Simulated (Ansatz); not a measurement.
# C₃FN₃Sn: one species, many methods

The task here is to estimate one member of a computed series from the others.

Program: Ansatz 0.2.0, Gaussian basis. Level of theory: functionals in def2-TZVPP, the program's frozen cores in correlated methods. These are calculated values, not measurements.

Plan: LDA (SPW92), PBE-D4, revPBE-D4, BLYP-D4, r2SCAN-D4, B97M-V, PBE0-D4, B3LYP-D4, r2SCANh-D4, r2SCAN0-D4, HSE06-D4, BHLYP-D4, CAM-B3LYP-D4, LC-ωPBE, ωB97X-V, ωB97M-V, B2PLYP, PBE-QIDH; CCSD(T)/def2-SVP; CCSD(T)/def2-TZVPP; MP2/def2-QZVPP; extrapolation to the limit; RPA on PBE.

**The geometry**

An earlier PBE0-D4 in a triple-zeta def2 set relaxation fixed the geometry. Sn takes the def2 core potential; no spin-orbit term is included.

SMILES `N#[C][Sn]([F])([C]#N)[C]#N`, 8 atoms, charge 0, spin multiplicity 1.

Atoms are counted from 1 here; the program's logs count them from 0.

Bond lengths: N1–C2 1.151 Å, C2–Sn3 2.072 Å, Sn3–F4 1.886 Å, Sn3–C5 2.072 Å, Sn3–C7 2.072 Å, C5–N6 1.151 Å, C7–N8 1.151 Å. Angles: N1–C2–Sn3 179.1°, C2–Sn3–F4 107.5°, C2–Sn3–C5 111.4°, C2–Sn3–C7 111.4°, F4–Sn3–C5 107.5°, F4–Sn3–C7 107.5°, C5–Sn3–C7 111.4°, Sn3–C5–N6 179.1°, Sn3–C7–N8 179.1°.

The first run:

File in.yaml:

```yaml
crystal:
  periodic: [false, false, false]
  atoms:
    - {symbol: N, position_ang: [2.471097, 0.197535, 1.918133]}
    - {symbol: C, position_ang: [1.658567, 0.135325, 1.105505]}
    - {symbol: Sn, position_ang: [0.173689, 0.020018, -0.334490]}
    - {symbol: F, position_ang: [1.007881, 0.159336, -2.019843]}
    - {symbol: C, position_ang: [-1.162853, 1.594324, -0.170246]}
    - {symbol: N, position_ang: [-1.910036, 2.463007, -0.062792]}
    - {symbol: C, position_ang: [-0.799918, -1.807524, -0.271785]}
    - {symbol: N, position_ang: [-1.346428, -2.819020, -0.220382]}
basis:
  gaussian: {orbitals: def2-TZVPP}
hamiltonian: {xc: lda}
output: {orbitals: {seedname: orbitals}}
```

On the command line:

```
> ansatz run in.yaml --threads 4 --pin off --events-out ev --progress --plain --max-ram 11315MiB
```

Steps of the session up to this table: LDA; PBE-D4 (GGA); revPBE-D4 (GGA); BLYP-D4 (GGA); r2SCAN-D4 (meta-GGA); B97M-V (meta-GGA); B3LYP-D4 (hybrid); r2SCANh-D4 (hybrid); r2SCAN0-D4 (hybrid); HSE06-D4 (hybrid); BHLYP-D4 (hybrid); CAM-B3LYP-D4 (range-separated); LC-ωPBE (range-separated); ωB97X-V (range-separated); ωB97M-V (range-separated); B2PLYP (double hybrid); PBE-QIDH (double hybrid).

One table of the session follows, with a row left open; its other results are not shown here.

It belongs to the step «Frontier levels by functional». 

| functional | HOMO (eV) | LUMO (eV) | gap (eV) |
| --- | --- | --- | --- |
| LDA (SPW92) | -9.70 | -4.35 | 5.35 |
| PBE-D4 | -9.52 | -4.00 | 5.53 |
| revPBE-D4 | -9.45 | -3.86 | 5.60 |
| BLYP-D4 | ? | ? | ? |
| r2SCAN-D4 | -9.97 | -3.86 | 6.11 |
| B97M-V | -10.02 | -3.81 | 6.21 |
| PBE0-D4 | -11.20 | -3.16 | 8.04 |
| B3LYP-D4 | -10.93 | -3.40 | 7.52 |
| r2SCANh-D4 | -10.58 | -3.55 | 7.03 |
| r2SCAN0-D4 | -11.45 | -3.09 | 8.36 |
| HSE06-D4 | -10.79 | -3.53 | 7.25 |
| BHLYP-D4 | -12.47 | -2.28 | 10.18 |
| CAM-B3LYP-D4 | -12.68 | -2.17 | 10.52 |
| LC-ωPBE | -14.13 | -0.97 | 13.16 |
| ωB97X-V | -13.70 | -1.07 | 12.62 |
| ωB97M-V | -13.58 | -1.20 | 12.38 |

Estimate the missing values for BLYP-D4.

Worked estimate for «HOMO (eV)». Against the share of exact exchange, B3LYP-D4 (0.2, -10.93), BHLYP-D4 (0.5, -12.47) give a slope of -5.13 per unit share; at 0 the line stands at -9.90.

As computed: HOMO (eV): -9.43; LUMO (eV): -3.89; gap (eV): 5.54. In «HOMO (eV)» the line misses by -0.47.
